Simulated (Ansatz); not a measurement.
# ClFH₇NSi (built from SMILES F.N.[SiH3]Cl): search for a transition state

Is there a first-order saddle for this ligand exchange through a proton shuttle, which should form Si1–N7, H6–F9, H2–H8 and break Si1–H2, H6–N7, H8–F9, and which two structures does it connect?

Method: PBE0-D4, def2-SVP first, then def2-TZVP; program: Ansatz 0.2.0, Gaussian basis.

190 further runs of the same task are left out: 190 set aside as unsound or not needed.

### 1 The starting structure

The guess: 11 atoms, charge 0, spin multiplicity 1.

Atoms are counted from 1 here; the program's logs count them from 0.

Bond lengths: Si1–H3 1.453 Å, Si1–H4 1.453 Å, Si1–Cl5 2.094 Å, Si1–N7 1.874 Å, H6–N7 1.068 Å, N7–H10 1.016 Å, N7–H11 1.016 Å. Angles: H3–Si1–H4 142.8°, H3–Si1–Cl5 97.0°, H3–Si1–N7 106.4°, H4–Si1–Cl5 97.0°, H4–Si1–N7 106.4°, Cl5–Si1–N7 95.1°, Si1–N7–H6 110.7°, Si1–N7–H10 111.3°, Si1–N7–H11 111.3°, H6–N7–H10 108.0°, H6–N7–H11 107.8°, H10–N7–H11 107.6°.

Geometry (Å):

```mol
ClFH7NSi
  3D, bonds by distance, orders not assigned

 11  7  0  0  0  0  0  0  0  0999 V2000
   -0.4210   -0.7469    0.7349 Si  0  0
   -0.8319   -0.8599   -1.1623 H   0  0
    0.3974   -1.9137    0.4518 H   0  0
   -1.7987   -0.2941    0.8292 H   0  0
    0.0362   -0.6026    2.7735 Cl  0  0
    0.5234    0.9135   -0.8208 H   0  0
    0.5935    0.7461    0.2314 N   0  0
   -0.5310   -0.2622   -1.9108 H   0  0
    0.1839    0.8146   -2.2930 F   0  0
    0.2735    1.5859    0.7045 H   0  0
    1.5747    0.6194    0.4617 H   0  0
  1  3  8  0
  1  4  8  0
  1  5  8  0
  1  7  8  0
  6  7  8  0
  7 10  8  0
  7 11  8  0
M  END
```

Distances that are to change: Si1–N7 1.87 Å, H6–F9 1.51 Å, H2–H8 1.00 Å, Si1–H2 1.94 Å, H6–N7 1.07 Å, H8–F9 1.35 Å.

### 2 Constrained relaxation of the guess

Contents of hold/in.yaml:

```yaml
crystal:
  periodic: [false, false, false]
  atoms:
    - {symbol: Si, position_ang: [-0.421000, -0.746900, 0.734900]}
    - {symbol: H, position_ang: [-0.831900, -0.859900, -1.162300]}
    - {symbol: H, position_ang: [0.397400, -1.913700, 0.451800]}
    - {symbol: H, position_ang: [-1.798700, -0.294100, 0.829200]}
    - {symbol: Cl, position_ang: [0.036200, -0.602600, 2.773500]}
    - {symbol: H, position_ang: [0.523400, 0.913500, -0.820800]}
    - {symbol: N, position_ang: [0.593500, 0.746100, 0.231400]}
    - {symbol: H, position_ang: [-0.531000, -0.262200, -1.910800]}
    - {symbol: F, position_ang: [0.183900, 0.814600, -2.293000]}
    - {symbol: H, position_ang: [0.273500, 1.585900, 0.704500]}
    - {symbol: H, position_ang: [1.574700, 0.619400, 0.461700]}
basis:
  gaussian: {orbitals: def2-SVP}
hamiltonian: {xc: pbe0, dispersion: d4}
relax: {f_tol: 0.04, max_steps: 150, escape_saddle: false, constraints: [{distance: [0, 6]}, {distance: [5, 8]}, {distance: [1, 7]}, {distance: [0, 1]}, {distance: [5, 6]}, {distance: [7, 8]}]}
```

Started as:

```console
$ ansatz run in.yaml --threads 4 --pin off --events-out ev --progress --plain --max-ram 9574MiB
```

After this run come: Force constants to start from; Saddle search in the small basis; Saddle search in triple zeta; Vibrations at the point found; Relaxing after a step of 0.30 Å one way along the mode; Relaxing after a step of 0.30 Å the other way along the mode.

Before running it: what results should come out? Wanted: imaginary mode; barrier from the start side; barrier from the end side; energy of the step; pairs that change; zero-point energy at the saddle.

The runs gave:

| quantity | value |
| --- | --- |
| imaginary mode | 888i cm⁻¹ |
| barrier from the start side | 8.0 kcal/mol |
| barrier from the end side | 27.3 kcal/mol |
| energy of the step | -19.3 kcal/mol |
| pairs that change | H2–H8 formed, H6–F9 formed, Si1–H2 broken, H6–N7 broken, H8–F9 broken |
| zero-point energy at the saddle | 2.008 eV |

In words: The point has a single imaginary mode (888i cm⁻¹), as a transition state must. Going downhill both ways gives the intended start and end. At PBE0-D4/def2-TZVP the electronic barrier is 8.0 kcal/mol, about 14 kT at 298 K, and the step runs 19.3 kcal/mol downhill. A step off the saddle overshot and began above it in energy, so the link to its end is likely but not proven.
